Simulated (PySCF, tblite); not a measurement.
**C8H15P: geometry, infrared bands and NMR shifts**

Aim: predict the infrared bands and NMR shifts of C8H15P (`C#CP(CC)[C@@H](C)CC`).

Programs: tblite 0.8.0 and PySCF 2.14.0, with density-fitted response routines of our own. Each step states its level of theory. These are calculated values for one molecule in the gas phase, unless marked as measured. Atoms count from 0, in the outputs and in this text.

## Step 1: Starting geometry

24 atoms, charge 0, multiplicity 1; geometry from: force field or distance geometry start.

Bonds of the start (Å): C0–C1 1.21, C1–P2 1.82, P2–C3 1.84, C3–C4 1.49, P2–C5 1.87, C5–C6 1.53, C5–C7 1.49, C7–C8 1.51, C0–H9 1.07, C3–H10 1.12, C3–H11 1.13, C4–H12 1.12, C4–H13 1.11, C4–H14 1.11, C5–H15 1.10, C6–H16 1.12, C6–H17 1.12, C6–H18 1.09, C7–H19 1.13, C7–H20 1.12, C8–H21 1.10, C8–H22 1.11, C8–H23 1.10.

## Step 2: Optimising the geometry with GFN2-xTB

Job settings and geometry (Å):

```
{"job": {"kind": "relax", "xc": "GFN2-xTB", "basis": "xTB"}, "charge": 0, "multiplicity": 1}
C      1.246000     2.836900    -0.845000
C      0.952900     1.738400    -0.433700
P      0.558600     0.077100     0.187200
C      1.994100    -1.040300    -0.082200
C      3.251300    -0.249100     0.042300
C     -0.943500    -0.634500    -0.662800
C     -1.436100    -1.712800     0.303500
C     -1.992300     0.393600    -0.922500
C     -2.417400     0.963100     0.414800
H      1.482400     3.817000    -1.200500
H      1.917800    -1.581900    -1.061500
H      1.952400    -1.818200     0.731500
H      4.077400    -0.859100    -0.392900
H      3.141200     0.691400    -0.537700
H      3.466800    -0.018000     1.102600
H     -0.688500    -1.152500    -1.601100
H     -0.564300    -2.408200     0.434500
H     -1.545500    -1.206500     1.300700
H     -2.350100    -2.201800    -0.019900
H     -2.862000    -0.063400    -1.478500
H     -1.638200     1.233600    -1.565000
H     -1.520200     1.201000     1.002500
H     -3.026700     0.185100     0.928700
H     -3.067800     1.828800     0.196300
```

Command:

```sh
> OMP_NUM_THREADS=1 python probes_run.py task.json out
```

This one command runs all jobs of the session in turn.

**Question.** This job is followed by: GFN2-xTB harmonic vibrations, gas phase; GIAO PBE0/pcSseg-1 NMR shielding, non-relativistic, gas phase. What will the session give for the following? strongest single infrared mode (GFN2-xTB); zero-point energy (GFN2-xTB); ¹³C shifts against TMS (PBE0/pcSseg-1); ¹H shifts against TMS (PBE0/pcSseg-1, means over atoms taken as alike); ³¹P shifts against H3PO4 (PBE0/pcSseg-1).

**Answer**, as computed:

```
                                                              quantity                                                     value
                             strongest single infrared mode (GFN2-xTB)                                      3011 cm⁻¹, 96 km/mol
                                          zero-point energy (GFN2-xTB)                                            128.7 kcal/mol
                                ¹³C shifts against TMS (PBE0/pcSseg-1)       101.7, 91.6, 43.1, 30.9, 28.4, 17.2, 13.4, 10.9 ppm
¹H shifts against TMS (PBE0/pcSseg-1, means over atoms taken as alike)  2.51, 2.37, 2.04, 1.72, 1.65, 1.50, 1.37, 1.16, 1.06 ppm
                              ³¹P shifts against H3PO4 (PBE0/pcSseg-1)                                                 -62.7 ppm
```

What this shows: The optimisation took 103 steps and gained 1.081 eV; among the close pairs (by a distance rule), C1–P2 changed most, from 1.817 to 1.768 Å. All 66 modes are real, so the xTB geometry is a minimum. GFN2-xTB is a fitted tight-binding method: band positions and strengths are rough. Its intensities can rank the bands wrongly. At PBE0/pcSseg-1: The largest span, 307 ppm, is at C1, where the paramagnetic term is -177 ppm.
